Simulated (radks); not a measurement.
# Fractional charge and spin in the 2s shell of neon

Aim: the energy as the spin-up occupation of 2s runs from 0 to 1 and the spin-down one from 0 to 1, against the two flat planes that join the four corners. Added charge counts from the emptiest corner (up 0, down 0).

Method: non-relativistic Kohn-Sham, BLYP, spin-polarised, spherical densities, point nucleus. Code: radks (a radial shooting solver on a logarithmic mesh, Libxc functionals) version 1.

## (1) The system

* element: neon (Z = 10)
* configuration: [He] 2p6 2s(up 1, down 1)

A shell typed twice in an input gives spin up, then spin down.

## (2) 2s: up 1, down 1

Input:

```text
Z 10
configuration [He] 2p6 2s1 2s1
relativity non-relativistic
functional b88,lyp
spin polarised
nucleus point
```

## (3) 2s: up 1, down 0.5

Input:

```text
Z 10
configuration [He] 2p6 2s1 2s0.5
relativity non-relativistic
functional b88,lyp
spin polarised
nucleus point
```

## (4) 2s: up 1, down 0

Input:

```text
Z 10
configuration [He] 2p6 2s1 2s0
relativity non-relativistic
functional b88,lyp
spin polarised
nucleus point
```

## (5) 2s: up 0.5, down 0.5

Input:

```text
Z 10
configuration [He] 2p6 2s0.5 2s0.5
relativity non-relativistic
functional b88,lyp
spin polarised
nucleus point
```

## (6) 2s: up 0.5, down 0

Input:

```text
Z 10
configuration [He] 2p6 2s0.5 2s0
relativity non-relativistic
functional b88,lyp
spin polarised
nucleus point
```

## (7) 2s: up 0, down 0

Input:

```text
Z 10
configuration [He] 2p6 2s0 2s0
relativity non-relativistic
functional b88,lyp
spin polarised
nucleus point
```

**Question.** What will these runs give? Wanted: for each run, down \ up; 0; 0.5; 1.

As calculated:

```tsv
down \ up	0	0.5	1
0	0.000	-2.611	0.000
0.5	-2.611	0.582	-2.277
1	0.000	-2.277	0.000
```

In words: The table gives the energy in eV minus the planes, whose edge runs along up + down = one added electron; mirror points follow by spin symmetry. With half an added electron in each spin it lies 0.58 eV above the planes. With half an electron added in spin up alone it lies 2.61 eV below them. The planes are only a guide here: the condition holds for ground states with one frontier orbital, and this shell lies below others.
